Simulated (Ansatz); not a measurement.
# CH6ClNOSi: the cost of one run

All numbers below are computed with Ansatz 0.2.0 (RKS PBE0-D4/STO-3G).

## (1) The starting structure

Bond lengths: Si1–Cl2 2.016 Å, Si1–H3 1.451 Å, Si1–H4 1.464 Å, Si1–H5 1.460 Å, N6–C7 1.345 Å, C7–O8 1.203 Å, N6–H9 1.008 Å, N6–H10 1.004 Å, C7–H11 1.105 Å. Angles: Cl2–Si1–H3 108.8°, Cl2–Si1–H4 106.7°, Cl2–Si1–H5 107.3°, H3–Si1–H4 111.9°, H3–Si1–H5 112.6°, H4–Si1–H5 109.3°, N6–C7–O8 124.7°, N6–C7–H11 112.4°, O8–C7–H11 122.9°, C7–N6–H9 118.9°, C7–N6–H10 122.4°, H9–N6–H10 118.8°.

As a file:

```xyz
11

Si    0.0755    0.1209   -2.7625
Cl   -1.1497   -1.3049   -3.4900
H     0.4414   -0.2261   -1.4023
H    -0.6637    1.3829   -2.8228
H     1.2311    0.1962   -3.6518
N    -0.3522    0.5181    2.5551
C     0.3591   -0.5535    2.1630
O     0.7628   -0.7353    1.0444
H    -0.5776    1.2278    1.8754
H    -0.6664    0.6382    3.5012
H     0.5396   -1.2642    2.9901
```

## (2) Preparing the start

Input file input.yaml:

```yaml
crystal:
  periodic: [false, false, false]
  atoms:
    - { symbol: Si, position_ang: [0.0755, 0.1209, -2.7625] }
    - { symbol: Cl, position_ang: [-1.1497, -1.3049, -3.49] }
    - { symbol: H, position_ang: [0.4414, -0.2261, -1.4023] }
    - { symbol: H, position_ang: [-0.6637, 1.3829, -2.8228] }
    - { symbol: H, position_ang: [1.2311, 0.1962, -3.6518] }
    - { symbol: "N", position_ang: [-0.3522, 0.5181, 2.5551] }
    - { symbol: C, position_ang: [0.3591, -0.5535, 2.163] }
    - { symbol: O, position_ang: [0.7628, -0.7353, 1.0444] }
    - { symbol: H, position_ang: [-0.5776, 1.2278, 1.8754] }
    - { symbol: H, position_ang: [-0.6664, 0.6382, 3.5012] }
    - { symbol: H, position_ang: [0.5396, -1.2642, 2.9901] }
basis:
  gaussian: { orbitals: STO-3G }
hamiltonian:
  xc: pbe0
  dispersion: d4
relax:
  f_tol: 0.02
  max_steps: 40
scf:
  lower_state_search: "off"
```

The run is started by

```sh
> ansatz run input.yaml --threads 1 --pin off --max-ram 2048MiB --backend cpu --events-out ev --progress --plain --runs-dir out
```

What time and memory should one allow on 1 thread of Intel Xeon Platinum 8259CL at 2.50GHz (Skylake/Cascade Lake), shared host?

About 1.9 min, with a peak of 0.18 GiB.
